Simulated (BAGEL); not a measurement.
**HF/3-21G (density fitting with qzvpp-jkfit) run of C4H2Be (Be(CCH)2)**

Aim: the vertical ionisation energy of C4H2Be (Be(CCH)2) at HF/3-21G (density fitting with qzvpp-jkfit), from 2 runs. 

The results are computed with BAGEL 1.2.2.

6 further runs of the same task are left out: 6 set aside as unsound or not needed. Runs told in other sessions of the task aren't counted.

## Step 1: The molecule

C4H2Be has 7 atoms, charge 0, and is taken as a singlet. As SMILES, `C#[C][Be][C]#C`. The shape comes from GFN2-xTB, which is rough for such elements, and wasn't checked as a minimum.

Bond lengths: Be1–C2 1.658 Å, C2–C3 1.208 Å, Be1–C5 1.658 Å, C5–C6 1.208 Å, C3–H4 1.055 Å, C6–H7 1.055 Å. Angles: Be1–C2–C3 179.9°, C2–Be1–C5 179.7°, Be1–C5–C6 179.7°, C2–C3–H4 179.9°, C5–C6–H7 179.8°.

## Step 2: The energy at HF/3-21G (density fitting with qzvpp-jkfit)

input.json reads:

```json
{ "bagel": [

{
  "title": "molecule",
  "basis": "3-21g",
  "df_basis": "qzvpp-jkfit",
  "angstrom": true,
  "geometry": [
    { "atom": "Be", "xyz": [    0.000620,    0.010690,    0.000080 ] },
    { "atom": "C", "xyz": [    0.002220,   -0.005280,    1.658240 ] },
    { "atom": "C", "xyz": [    0.003160,   -0.019850,    2.865860 ] },
    { "atom": "H", "xyz": [    0.005080,   -0.031460,    3.921240 ] },
    { "atom": "C", "xyz": [   -0.000550,    0.017160,   -1.658180 ] },
    { "atom": "C", "xyz": [   -0.002660,    0.015280,   -2.865890 ] },
    { "atom": "H", "xyz": [   -0.007880,    0.013460,   -3.921350 ] }
  ]
},
{ "title": "hf" },
{ "title": "print", "file": "orbitals.molden", "orbitals": true }

]}
```

Command:

```
$ BAGEL_NUM_THREADS=1 BAGEL input.json > input.out
```

Standard output:

```text
* using 1 threads per process

  ===============================================================
  ===============================================================

  *** Geometry ***

  { "atom" : "Be", "xyz" : [      0.001172,      0.020201,      0.000151 ] },
  { "atom" : "C", "xyz" : [      0.004195,     -0.009978,      3.133619 ] },
  { "atom" : "C", "xyz" : [      0.005972,     -0.037511,      5.415691 ] },
  { "atom" : "H", "xyz" : [      0.009600,     -0.059451,      7.410070 ] },
  { "atom" : "C", "xyz" : [     -0.001039,      0.032428,     -3.133506 ] },
  { "atom" : "C", "xyz" : [     -0.005027,      0.028875,     -5.415747 ] },
  { "atom" : "H", "xyz" : [     -0.014891,      0.025436,     -7.410278 ] },

  Number of auxiliary basis functions:      387

  Since a DF basis is specified, we compute 2- and 3-index integrals:
    o Being stored without compression. Storage requirement is 0.007 GB

  Number of basis functions:       49
  Number of electrons      :       30

    * METHOD: MOLECULE                             0.10

  *** RHF ***

  === Nuclear Repulsion ===
    85.2606730642

      * DIIS with orbital gradients will be used.

  === RHF iteration (3-21g) ===
      0       -166.18129080          0.01810866           0.02
      1       -166.26109625          0.00504922           0.02
      2       -166.26731683          0.00176029           0.02
      3       -166.26797454          0.00085851           0.02
      4       -166.26810291          0.00009362           0.02
      5       -166.26810611          0.00001237           0.02
      6       -166.26810618          0.00000271           0.02
      7       -166.26810618          0.00000020           0.02
      8       -166.26810618          0.00000004           0.02
      9       -166.26810618          0.00000002           0.02
     10       -166.26810618          0.00000001           0.02
    * SCF iteration converged.

    * Permanent dipole moment:
           (    0.002228,     0.000711,    -0.000073) a.u.

    * METHOD: HF                                   0.26

    * METHOD: PRINT                                0.01

  ===============================================================
```

Wall time 0.5 s (1 thread of Arm Neoverse V1, shared host).

## Step 3: The doublet cation at the same level

input.json: that of step 2 with these lines changed.

```diff
@@ -6,3 +6,3 @@
   "df_basis": "qzvpp-jkfit",
-  "angstrom": true,
+  "angstrom": "true",
   "geometry": [
@@ -17,4 +17,12 @@
 },
-{ "title": "hf" },
-{ "title": "print", "file": "orbitals.molden", "orbitals": true }
+{
+  "title": "uhf",
+  "charge": 1,
+  "nopen": 1
+},
+{
+  "title": "print",
+  "file": "orbitals.molden",
+  "orbitals": "true"
+}
```

Command:

```
$ BAGEL_NUM_THREADS=1 BAGEL input.json > input.out
```

Standard output:

```text
* using 1 threads per process

  ===============================================================
  ===============================================================

  *** Geometry ***

  { "atom" : "Be", "xyz" : [      0.001172,      0.020201,      0.000151 ] },
  { "atom" : "C", "xyz" : [      0.004195,     -0.009978,      3.133619 ] },
  { "atom" : "C", "xyz" : [      0.005972,     -0.037511,      5.415691 ] },
  { "atom" : "H", "xyz" : [      0.009600,     -0.059451,      7.410070 ] },
  { "atom" : "C", "xyz" : [     -0.001039,      0.032428,     -3.133506 ] },
  { "atom" : "C", "xyz" : [     -0.005027,      0.028875,     -5.415747 ] },
  { "atom" : "H", "xyz" : [     -0.014891,      0.025436,     -7.410278 ] },

  Number of auxiliary basis functions:      387

  Since a DF basis is specified, we compute 2- and 3-index integrals:
    o Being stored without compression. Storage requirement is 0.007 GB

  Number of basis functions:       49
  Number of electrons      :       30

    * METHOD: MOLECULE                             0.10

  *** Open-shell HF ***

  === Nuclear Repulsion ===
    85.2606730642

      * DIIS with orbital gradients will be used.

  === UHF iteration (3-21g) ===
      0       -165.82557802          0.02844829           0.04
      1       -165.89315070          0.00725041           0.04
      2       -165.89889703          0.00221654           0.03
      3       -165.90032294          0.00080996           0.04
      4       -165.90071285          0.00048370           0.04
      5       -165.90111876          0.00034711           0.04
      6       -165.90126674          0.00022387           0.03
      7       -165.90136607          0.00019414           0.04
      8       -165.90157843          0.00009569           0.04
      9       -165.90166127          0.00009617           0.04
     10       -165.90164995          0.00008858           0.04
     11       -165.90163151          0.00004645           0.04
     12       -165.90165025          0.00003309           0.04
     13       -165.90167084          0.00002105           0.04
     14       -165.90170010          0.00001888           0.03
     15       -165.90170796          0.00001895           0.04
     16       -165.90170555          0.00001898           0.04
     17       -165.90172115          0.00001779           0.04
     18       -165.90175347          0.00001363           0.04
     19       -165.90176933          0.00001148           0.04
     20       -165.90178649          0.00000352           0.04
     21       -165.90178683          0.00000144           0.04
     22       -165.90178704          0.00000059           0.04
     23       -165.90178708          0.00000025           0.04
     24       -165.90178710          0.00000023           0.04
     25       -165.90178710          0.00000020           0.04
     26       -165.90178711          0.00000013           0.04
     27       -165.90178711          0.00000012           0.04
     28       -165.90178711          0.00000010           0.04
     29       -165.90178711          0.00000010           0.04
     30       -165.90178711          0.00000007           0.03
     31       -165.90178710          0.00000006           0.04
     32       -165.90178711          0.00000006           0.04
     33       -165.90178711          0.00000006           0.04
     34       -165.90178711          0.00000005           0.04
     35       -165.90178711          0.00000003           0.04
     36       -165.90178711          0.00000001           0.04
     37       -165.90178711          0.00000001           0.04
    * SCF iteration converged.

    * S^2 (UHF) is 0.8890

    * Permanent dipole moment:
           (    0.001596,     0.002221,    -0.000338) a.u.

    * METHOD: UHF                                  1.43

    * METHOD: PRINT                                0.01

  ===============================================================
```

It took 1.7 s on 1 thread of Arm Neoverse V1, shared host.

## Step 4: Summary of results

Level: HF/3-21G (density fitting with qzvpp-jkfit).

```
                                          quantity          value
                      singlet C4H2Be: total energy  -166.26811 Eh
                     singlet C4H2Be: dipole moment         0.01 D
                       singlet C4H2Be: HOMO energy      -10.73 eV
                       singlet C4H2Be: LUMO energy        2.12 eV
                     singlet C4H2Be: HOMO–LUMO gap       12.84 eV
                      doublet cation: total energy  -165.90179 Eh
                              doublet cation: ⟨S²⟩          0.889
vertical ionisation energy (to the doublet cation)       9.968 eV
```

In words: The vertical ionisation energy comes to 9.97 eV (230 kcal/mol). The negative HOMO energy of the first species, 10.73 eV, lies 0.76 eV above that difference. ⟨S²⟩ (doublet cation) is 0.89 where a pure doublet has 0.75: the reference is spin-contaminated.
